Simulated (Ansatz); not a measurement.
# TaRu: the cost of one run

Method: DFT PBEsol, scalar-relativistic, plane waves, PAW, in Ansatz 0.2.0.

56 further runs of the same task are left out: 56 set aside as unsound or not needed.

## (1) The starting structure

Symmetry: P4/mmm, No. 123, tetragonal system. The conventional cell has a = 3.023 Å, b = 3.023 Å, c = 3.387 Å, α = 90.00°, β = 90.00°, γ = 90.00°. Ta (site symmetry 4/mmm) has 8 Ru at 2.73 Å and 4 Ta at 3.02 Å as nearest neighbours. Ru (site symmetry 4/mmm) has 8 Ta at 2.73 Å and 4 Ru at 3.02 Å as nearest neighbours.

Structure file:

```cif
data_structure
_symmetry_space_group_name_H-M 'P 1'
_symmetry_Int_Tables_number 1
_cell_length_a 3.0235
_cell_length_b 3.0235
_cell_length_c 3.3872
_cell_angle_alpha 90.000
_cell_angle_beta 90.000
_cell_angle_gamma 90.000
_cell_volume 30.96
loop_
_atom_site_label
_atom_site_type_symbol
_atom_site_fract_x
_atom_site_fract_y
_atom_site_fract_z
_atom_site_occupancy
Ta1 Ta 0.50000 0.50000 0.50000 1
Ru1 Ru 0.00000 0.00000 0.00000 1
```

This cell was relaxed beforehand with the same method: volume 15.48 Å³/atom, gap on the mesh none (metal).

## (2) The scan

The energy is mapped over volume and a fixed ferromagnetic moment.

- volume per atom: 9 values from 12.70 to 18.27 Å³
- total spin moment of the cell, held fixed: 11 values from 0.00 to 1.50 μB

Nothing else is relaxed (shape and fractional coordinates fixed). Points are written as (first, second).

## (3) Grid point (12.70 Å³, 0.45 μB)

input.yaml reads:

```yaml
crystal:
  lattice:
    - [2.8299186167, 0.0, 0.0]
    - [0.0, 2.8299186167, 0.0]
    - [0.0, 0.0, 3.170405469]
  atoms:
    - { symbol: Ta, position: [0.5, 0.5, 0.5] }
    - { symbol: Ru, position: [0.0, 0.0, 0.0], spin: 0.45 }
basis:
  ecutwfc: 420
kpoints:
  mp_grid: { grid: [16, 16, 14] }
hamiltonian:
  xc: pbesol
scf:
  occupations: { method: gaussian, width: 0.15 }
  lower_state_search: "off"
output:
  forces: true
  stress: true
  eigenvalues: true
  populations: true
magnetization:
  spin_polarized: true
  initial_magnetization: 0.45
  spin_locking: { lock_magnetization: hard }
```

Run with:

```bash
ansatz run input.yaml --threads 2 --pin off --max-ram 4096MiB --backend cpu --events-out ev --progress --plain --runs-dir out
```

Q: Estimate wall time and peak memory on 2 threads of Intel Xeon Platinum 8488C (Sapphire Rapids), shared host.

About 15 s, with a peak of 0.6 GiB.
